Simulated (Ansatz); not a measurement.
# Pd (Palladium): the cost of one run

Program: Ansatz 0.2.0. Level of theory: DFT r2SCAN, scalar-relativistic, plane waves, PAW. These are calculated values, not measurements.

1 further run of the same task is left out (set aside as unsound or not needed).

### 1 Starting point

The structure is cubic, space group Fm-3m (No. 225). Conventional cell: a = 3.907 Å, b = 3.907 Å, c = 3.907 Å, α = 90.00°, β = 90.00°, γ = 90.00°. Pd (site symmetry m-3m) has 12 Pd at 2.76 Å as nearest neighbours.

As a file:

```cif
data_structure
_symmetry_space_group_name_H-M 'Fm-3m'
_symmetry_Int_Tables_number 225
_cell_length_a 3.9075
_cell_length_b 3.9075
_cell_length_c 3.9075
_cell_angle_alpha 90.000
_cell_angle_beta 90.000
_cell_angle_gamma 90.000
_cell_volume 59.66
loop_
_atom_site_label
_atom_site_type_symbol
_atom_site_symmetry_multiplicity
_atom_site_Wyckoff_symbol
_atom_site_fract_x
_atom_site_fract_y
_atom_site_fract_z
_atom_site_occupancy
Pd1 Pd 4 a 0.00000 0.00000 0.00000 1
```

It is the result of an earlier relaxation at this level (volume 14.91 Å³/atom; gap on the mesh: none (metal)).

### 2 A stricter relaxation, with the smearing for a metal

The response runs start from a cell at rest, found with their own mesh and filling of the bands.

The input, input.yaml:

```yaml
crystal:
  lattice:
    - [0.0, 1.9537284617, 1.9537284617]
    - [1.9537284617, 0.0, 1.9537284617]
    - [1.9537284617, 1.9537284617, 0.0]
  atoms:
    - { symbol: Pd, position: [0.0, 0.0, 0.0] }
basis:
  ecutwfc: 500
kpoints:
  mp_grid: { grid: [20, 20, 20] }
hamiltonian:
  xc: r2scan
scf:
  occupations: { method: fermi_dirac, width: 0.15 }
output:
  forces: true
  stress: true
  eigenvalues: true
  write_density: true
  write_potential: true
  elf: true
  volumetric_format: npy
relax:
  adjacent_minimum: "off"
  f_tol: 0.001
  max_steps: 60
  cell: { stress_tol: 0.01 }
```

Launch:

```bash
ansatz run input.yaml --threads 1 --pin off --max-ram 2560MiB --backend cpu --events-out ev --progress --plain --runs-dir out
```

Q: Estimate wall time and peak memory on 1 thread of AMD EPYC 7R43 (Zen 3), shared host.

About 37 s, with a peak of 0.47 GiB.
